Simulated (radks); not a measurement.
**The series with 16 electrons, Pm⁴⁵⁺ to Pt⁶²⁺**

Aim: how levels and radii change as the nucleus grows at a fixed number of electrons, all in [Ne] 3s2 3p4.

Program: radks (a radial shooting solver on a logarithmic mesh, Libxc functionals) version 1. Level of theory: scalar-relativistic Kohn-Sham, PBE, spin-polarised, spherical densities, finite nucleus; open shells are filled with parallel spins first. These are calculated values, not measurements, unless marked.

### 1 Starting point

* electrons: 16
* ions: Pm⁴⁵⁺, Sm⁴⁶⁺, Eu⁴⁷⁺, Gd⁴⁸⁺, Tb⁴⁹⁺, Dy⁵⁰⁺, Ho⁵¹⁺, Er⁵²⁺, Tm⁵³⁺, Yb⁵⁴⁺, Lu⁵⁵⁺, Hf⁵⁶⁺, Ta⁵⁷⁺, W⁵⁸⁺, Re⁵⁹⁺, Os⁶⁰⁺, Ir⁶¹⁺, Pt⁶²⁺
* configuration: [Ne] 3s2 3p4

Outer shells as boxes (Hund's rule):

[Ne] 3s2 3p4
```
[Ne] core
3s [↑↓]
3p [↑↓][↑ ][↑ ]
```

### 2 Pm⁴⁵⁺

Input:

```text
Z 61
configuration [Ne] 3s2 3p4 4s0 3d0
relativity scalar-relativistic
functional pbe,pbe
spin polarised
nucleus finite rms 4.962 fm
c 137.035999084
```

### 3 Sm⁴⁶⁺

Input:

```text
Z 62
configuration [Ne] 3s2 3p4 4s0 3d0
relativity scalar-relativistic
functional pbe,pbe
spin polarised
nucleus finite rms 5.0819 fm
c 137.035999084
```

### 4 Eu⁴⁷⁺

Input:

```text
Z 63
configuration [Ne] 3s2 3p4 4s0 3d0
relativity scalar-relativistic
functional pbe,pbe
spin polarised
nucleus finite rms 5.1115 fm
c 137.035999084
```

### 5 Gd⁴⁸⁺

Input:

```text
Z 64
configuration [Ne] 3s2 3p4 4s0 3d0
relativity scalar-relativistic
functional pbe,pbe
spin polarised
nucleus finite rms 5.1569 fm
c 137.035999084
```

### 6 Tb⁴⁹⁺

Input:

```text
Z 65
configuration [Ne] 3s2 3p4 4s0 3d0
relativity scalar-relativistic
functional pbe,pbe
spin polarised
nucleus finite rms 5.06 fm
c 137.035999084
```

### 7 Dy⁵⁰⁺

Input:

```text
Z 66
configuration [Ne] 3s2 3p4 4s0 3d0
relativity scalar-relativistic
functional pbe,pbe
spin polarised
nucleus finite rms 5.2218 fm
c 137.035999084
```

### 8 Ho⁵¹⁺

Input:

```text
Z 67
configuration [Ne] 3s2 3p4 4s0 3d0
relativity scalar-relativistic
functional pbe,pbe
spin polarised
nucleus finite rms 5.2022 fm
c 137.035999084
```

### 9 Er⁵²⁺

Input:

```text
Z 68
configuration [Ne] 3s2 3p4 4s0 3d0
relativity scalar-relativistic
functional pbe,pbe
spin polarised
nucleus finite rms 5.2516 fm
c 137.035999084
```

### 10 Tm⁵³⁺

Input:

```text
Z 69
configuration [Ne] 3s2 3p4 4s0 3d0
relativity scalar-relativistic
functional pbe,pbe
spin polarised
nucleus finite rms 5.2256 fm
c 137.035999084
```

### 11 Yb⁵⁴⁺

Input:

```text
Z 70
configuration [Ne] 3s2 3p4 4s0 3d0
relativity scalar-relativistic
functional pbe,pbe
spin polarised
nucleus finite rms 5.3108 fm
c 137.035999084
```

### 12 Lu⁵⁵⁺

Input:

```text
Z 71
configuration [Ne] 3s2 3p4 4s0 3d0
relativity scalar-relativistic
functional pbe,pbe
spin polarised
nucleus finite rms 5.37 fm
c 137.035999084
```

### 13 Hf⁵⁶⁺

Input:

```text
Z 72
configuration [Ne] 3s2 3p4 4s0 3d0
relativity scalar-relativistic
functional pbe,pbe
spin polarised
nucleus finite rms 5.347 fm
c 137.035999084
```

### 14 Ta⁵⁷⁺

Input:

```text
Z 73
configuration [Ne] 3s2 3p4 4s0 3d0
relativity scalar-relativistic
functional pbe,pbe
spin polarised
nucleus finite rms 5.3507 fm
c 137.035999084
```

### 15 W⁵⁸⁺

Input:

```text
Z 74
configuration [Ne] 3s2 3p4 4s0 3d0
relativity scalar-relativistic
functional pbe,pbe
spin polarised
nucleus finite rms 5.3658 fm
c 137.035999084
```

### 16 Re⁵⁹⁺

Input:

```text
Z 75
configuration [Ne] 3s2 3p4 4s0 3d0
relativity scalar-relativistic
functional pbe,pbe
spin polarised
nucleus finite rms 5.3698 fm
c 137.035999084
```

### 17 Os⁶⁰⁺

Input:

```text
Z 76
configuration [Ne] 3s2 3p4 4s0 3d0
relativity scalar-relativistic
functional pbe,pbe
spin polarised
nucleus finite rms 5.4126 fm
c 137.035999084
```

### 18 Ir⁶¹⁺

Input:

```text
Z 77
configuration [Ne] 3s2 3p4 4s0 3d0
relativity scalar-relativistic
functional pbe,pbe
spin polarised
nucleus finite rms 5.4032 fm
c 137.035999084
```

### 19 Pt⁶²⁺

Input:

```text
Z 78
configuration [Ne] 3s2 3p4 4s0 3d0
relativity scalar-relativistic
functional pbe,pbe
spin polarised
nucleus finite rms 5.427 fm
c 137.035999084
```

What does the calculation give? Wanted: for each run, ion; E; ε(3p down); ε(3d up, empty); ε(3d down, empty); ε(4s up, empty); ε(4s down, empty); <r>(3p down).

The runs gave:

| ion | E (hartree) | ε(3p down) (eV) | ε(3d up, empty) (eV) | ε(3d down, empty) (eV) | ε(4s up, empty) (eV) | ε(4s down, empty) (eV) | <r>(3p down) (bohr) |
| --- | --- | --- | --- | --- | --- | --- | --- |
| Pm⁴⁵⁺ | -8144.7451 | -3708.2 | -3472.8 | -3458.8 | -2076.5 | -2070.5 | 0.2321 |
| Sm⁴⁶⁺ | -8441.8216 | -3865.0 | -3621.1 | -3606.8 | -2166.7 | -2160.6 | 0.2275 |
| Eu⁴⁷⁺ | -8745.0077 | -4025.2 | -3772.4 | -3757.9 | -2259.1 | -2252.8 | 0.2231 |
| Gd⁴⁸⁺ | -9054.3393 | -4188.8 | -3926.9 | -3912.1 | -2353.5 | -2347.2 | 0.2188 |
| Tb⁴⁹⁺ | -9369.9283 | -4355.9 | -4084.5 | -4069.4 | -2450.2 | -2443.7 | 0.2147 |
| Dy⁵⁰⁺ | -9691.7101 | -4526.4 | -4245.3 | -4229.9 | -2549.0 | -2542.3 | 0.2108 |
| Ho⁵¹⁺ | -10019.8969 | -4700.4 | -4409.2 | -4393.5 | -2650.0 | -2643.2 | 0.2069 |
| Er⁵²⁺ | -10354.4691 | -4877.9 | -4576.2 | -4560.2 | -2753.2 | -2746.3 | 0.2032 |
| Tm⁵³⁺ | -10695.5587 | -5058.9 | -4746.4 | -4730.1 | -2858.6 | -2851.6 | 0.1996 |
| Yb⁵⁴⁺ | -11043.1506 | -5243.4 | -4919.7 | -4903.2 | -2966.3 | -2959.1 | 0.1962 |
| Lu⁵⁵⁺ | -11397.3842 | -5431.5 | -5096.2 | -5079.4 | -3076.3 | -3069.0 | 0.1928 |
| Hf⁵⁶⁺ | -11758.3787 | -5623.2 | -5275.9 | -5258.7 | -3188.6 | -3181.2 | 0.1895 |
| Ta⁵⁷⁺ | -12126.1532 | -5818.4 | -5458.7 | -5441.2 | -3303.2 | -3295.6 | 0.1864 |
| W⁵⁸⁺ | -12500.7994 | -6017.3 | -5644.7 | -5627.0 | -3420.2 | -3412.5 | 0.1833 |
| Re⁵⁹⁺ | -12882.4223 | -6219.7 | -5833.9 | -5815.8 | -3539.6 | -3531.8 | 0.1803 |
| Os⁶⁰⁺ | -13271.0680 | -6425.8 | -6026.2 | -6007.9 | -3661.5 | -3653.4 | 0.1774 |
| Ir⁶¹⁺ | -13666.9155 | -6635.6 | -6221.8 | -6203.1 | -3785.7 | -3777.5 | 0.1746 |
| Pt⁶²⁺ | -14069.9799 | -6849.1 | -6420.5 | -6401.6 | -3912.5 | -3904.1 | 0.1719 |

What this shows: From Pm⁴⁵⁺ to Pt⁶²⁺ the 3p down level deepens by a factor 1.85 and shrinks by a factor 1.35. The order of these tabulated levels, which need not hold every outer shell, does not change along the series. The configuration is held, so it need not be the ground state of every ion.
